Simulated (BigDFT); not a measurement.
O2Ti in BigDFT: the effect of potentials

The system is O2Ti, in a box.

```
O Ti
1.0
    11.00000    0.00000    0.00000
     0.00000   11.00000    0.00000
     0.00000    0.00000   11.00000
O Ti
2 1
Cartesian
  6.5015 6.2314 6.1444
  4.5245 4.8658 4.9236
  5.7155 4.8106 6.0314
```

Alike in all runs:

* Program: BigDFT 1.9.6
* Task: single point
* Functional: PBE
* Grid spacing: 0.31 bohr
* Occupations: fixed
* Spin: no spin polarisation

Q: One run gave: largest force 2.39 eV/Å. Which potentials did it use?
A. GTH-PBE usual
B. GTH-BLYP usual
C. UZH-GTH-PBE usual
D. UZH-GTH-SCAN usual
E. UZH-GTH-PBE0 usual

A: E.

```tsv
potentials	largest force (eV/Å)
GTH-PBE usual	1.64
UZH-GTH-PBE usual	1.72
GTH-PADE usual	1.26
UZH-GTH-PBE0 usual	2.39
UZH-GTH-SCAN usual	1.72
GTH-BLYP usual	1.61
GTH-BP usual	1.63
UZH-GTH-PBE large	0.82
```

Caveats: boundaries are free: the box only frames the coordinates; the potentials were made for another functional, which shifts forces and pressure (some runs).

The runs don't all hold the same shells in valence.
